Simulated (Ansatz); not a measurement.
# MnCu: magnetic states

The task here is to estimate one member of a computed series from the others.

Computed with Ansatz 0.2.0 (DFT PBE, scalar-relativistic, plane waves, PAW, unless a step's input says otherwise).

2 further runs of the same task are left out: 2 that didn't finish.

## The structure to begin with

The structure is trigonal, space group R-3m (No. 166). The conventional cell has a = 2.570 Å, b = 2.570 Å, c = 12.591 Å, α = 90.00°, β = 90.00°, γ = 120.00°. Around Mn (site symmetry -3m) lie 6 Cu at 2.57 Å and 6 Mn at 2.57 Å. Around Cu (site symmetry -3m) lie 6 Mn at 2.57 Å and 6 Cu at 2.57 Å.

As a file:

```
Mn Cu
1.0
     1.81728    1.81728    3.63457
     1.81728    3.63457    1.81728
     3.63457    1.81728    1.81728
Mn Cu
1 1
Cartesian
  0.0000 0.0000 0.0000
  3.6346 3.6346 3.6346
```

This is a hypothetical structure, made by putting the elements on a prototype's sites.

Set-up of the first run:

(A quick probe on a coarse mesh, which set the mesh and smearing, is not shown.)

File input.yaml:

```yaml
crystal:
  lattice:
    - [1.8172830945, 1.8172830945, 3.634566189]
    - [1.8172830945, 3.634566189, 1.8172830945]
    - [3.634566189, 1.8172830945, 1.8172830945]
  atoms:
    - { symbol: Mn, position: [0.0, 0.0, 0.0], spin: 2.58 }
    - { symbol: Cu, position: [0.5, 0.5, 0.5], spin: 0.12 }
basis:
  ecutwfc: 420
kpoints:
  mp_grid: { grid: [18, 18, 18] }
hamiltonian:
  xc: pbe
scf:
  occupations: { method: gaussian, width: 0.1 }
output:
  forces: true
  stress: true
  eigenvalues: true
  populations: true
magnetization:
  spin_polarized: true
relax:
  adjacent_minimum: "off"
  f_tol: 0.01
  max_steps: 80
  cell: { stress_tol: 0.05 }
```

Started as:

```
$ ansatz run input.yaml --threads 1 --pin off --max-ram 2560MiB --backend cpu --events-out ev --progress --plain --runs-dir out
```

Steps of the session up to this table: The relaxation; Start: no spin polarisation; Start: ferromagnetic; Magnetic start: large parallel starting moments; Start: antiferromagnetic, doubled cell, propagation vector (0, 0, 1/2); Magnetic start: antiferromagnetic, doubled cell, propagation vector (0, 1/2, 1/2); Magnetic start: antiferromagnetic, doubled cell, propagation vector (1/2, 1/2, 1/2); Magnetic start: small parallel starting moments.

One of the session's tables, all rows but one given; the rest of the session is left out.

It belongs to the step «Which state is lowest». 

| start | energy above the lowest (meV/atom) | pressure (GPa) |
| --- | --- | --- |
| antiferromagnetic, doubled cell, propagation vector (0, 0, 1/2) | 0.00 | 2.2 |
| antiferromagnetic, doubled cell, propagation vector (0, 1/2, 1/2) | 35.1 | 2.1 |
| antiferromagnetic, doubled cell, propagation vector (1/2, 1/2, 1/2) | ? | ? |
| ferromagnetic | 131 | 0.0 |
| large parallel starting moments | 131 | 0.0 |
| small parallel starting moments | 131 | 0.0 |
| no spin | 208 | -13.1 |

**Question.** Estimate the row for antiferromagnetic, doubled cell, propagation vector (1/2, 1/2, 1/2).

The run gave: energy above the lowest (meV/atom): 112; pressure (GPa): 0.2. In the column «energy above the lowest (meV/atom)» it lies between antiferromagnetic, doubled cell, propagation vector (0, 1/2, 1/2) (35.1) and ferromagnetic (131).

Caveats from the session: Warnings in the runs' records: spin hold released.
